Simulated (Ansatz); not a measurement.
# GaH₃O (singlet): from Hartree-Fock to the top rungs, cc-pVTZ

An exercise on one series of results from a longer session: the logs are not shown, and one member is left open.

The runs use Ansatz 0.2.0, Gaussian basis; cc-pVTZ, core rule «outside noble gas», up to 15 orbitals frozen.

The runs, in order: UHF; CCSD(T) on RHF; BCCD(T) on RHF; CCSDT(Q) on RHF.

4 further runs of the same task are left out: 2 for a known fault of the program, 2 set aside as unsound or not needed.

**The system**

The geometry is a PBE0/def2-TZVP stationary point (not a proven minimum). No spin-orbit coupling is included. The filled d shell of Ga may be among the frozen orbitals whatever the setting's name suggests; the logs give the count.

5 atoms, charge 0, spin multiplicity 1.

Atoms are counted from 1 here; the program's logs count them from 0.

Bond lengths: O1–Ga2 1.788 Å, O1–H3 0.959 Å, Ga2–H4 1.565 Å, Ga2–H5 1.556 Å. Angles: Ga2–O1–H3 114.1°, O1–Ga2–H4 117.5°, O1–Ga2–H5 113.8°, H4–Ga2–H5 128.7°.

The first run:

The input, in.yaml:

```yaml
crystal:
  periodic: [false, false, false]
  atoms:
    - {symbol: O, position_ang: [0.000000, -0.112056, 1.452192]}
    - {symbol: Ga, position_ang: [0.000000, 0.013833, -0.331657]}
    - {symbol: H, position_ang: [0.000000, 0.734063, 1.903886]}
    - {symbol: H, position_ang: [0.000000, 1.449687, -0.954928]}
    - {symbol: H, position_ang: [0.000000, -1.361954, -1.058153]}
basis:
  gaussian: {orbitals: cc-pVTZ}
magnetization: {spin_polarized: true, initial_magnetization: 0}
hamiltonian: {xc: hf}
output: {orbitals: {seedname: orbitals}}
```

The run is started by

```console
$ ansatz run in.yaml --threads 1 --pin off --events-out ev --progress --plain --max-ram 4096MiB --backend cpu
```

Among the steps run: UHF; CCSD(T) on RHF; BCCD(T) on RHF; CCSDT(Q) on RHF.

One of the session's tables, all rows but one given; the rest of the session is left out.

It belongs to the step «Misses and costs». 

```
   method  from RCCSDT(Q) (kJ/mol)
      RHF                   +949.0
     RMP2                    +71.4
    RCCSD                    +31.6
 RCCSD(T)                     +2.4
  BCCD(T)                        ?
   RCCSDT                     +1.6
RCCSDT(Q)                        0
```

**Question.** Estimate the row for BCCD(T).

**Answer.** from RCCSDT(Q) (kJ/mol): +2.2. In the column «from RCCSDT(Q) (kJ/mol)» it lies between RCCSDT (+1.6) and RCCSD(T) (+2.4).

With the free atoms at the same levels and basis (separate runs), the atomisation energy is 14.104 eV at RCCSDT(Q), 14.096 eV at RCCSD(T), 9.989 eV at RHF.
